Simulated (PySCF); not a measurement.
# C4H6BF: the cost of one run

Programs: PySCF 2.14.0, with density-fitted response routines of our own. Each step states its level of theory. These are calculated values for one molecule in the gas phase, unless marked as measured. Atoms are numbered from 0 throughout.

### 1 The molecule as given

12 atoms, charge 0, multiplicity 1; geometry from: PBE0-D3(BJ)/def2-SVP.

Bonds of the start (Å): C0–C1 1.31, C1–C2 1.31, C2–C3 1.50, C3–B4 1.57, B4–F5 1.33, C0–H6 1.10, C0–H7 1.10, C2–H8 1.10, C3–H9 1.11, C3–H10 1.10, B4–H11 1.21.

### 2 NMR shieldings: PBE0/pcSseg-2

What the job is given:

```
{"job": {"kind": "nmr", "xc": "PBE0", "basis": "pcSseg-2", "pop": false}, "charge": 0, "multiplicity": 1}
C     -2.623699    -0.115903     0.943455
C     -1.465264    -0.208804     0.341989
C     -0.303533    -0.302104    -0.257608
C      0.933074    -0.918738     0.330239
B      2.185555     0.021986     0.378718
F      3.217311    -0.323055     1.135169
H     -2.875158     0.748608     1.567703
H     -3.383752    -0.898713     0.840769
H     -0.218549     0.122745    -1.267494
H      1.258168    -1.777997    -0.295346
H      0.740647    -1.346763     1.327576
H      2.300608     1.042824    -0.265446
```

Method: GIAO PBE0/pcSseg-2 NMR shielding, non-relativistic, gas phase.

Run with:

```
OMP_NUM_THREADS=1 python probes_run.py task.json out
```

This one command runs all jobs of the session in turn.

**Question.** How long does this first job take on 1 thread of Arm Neoverse V1, shared host, and how much memory does it need?

About 39 s, with a peak of 1.1 GiB.
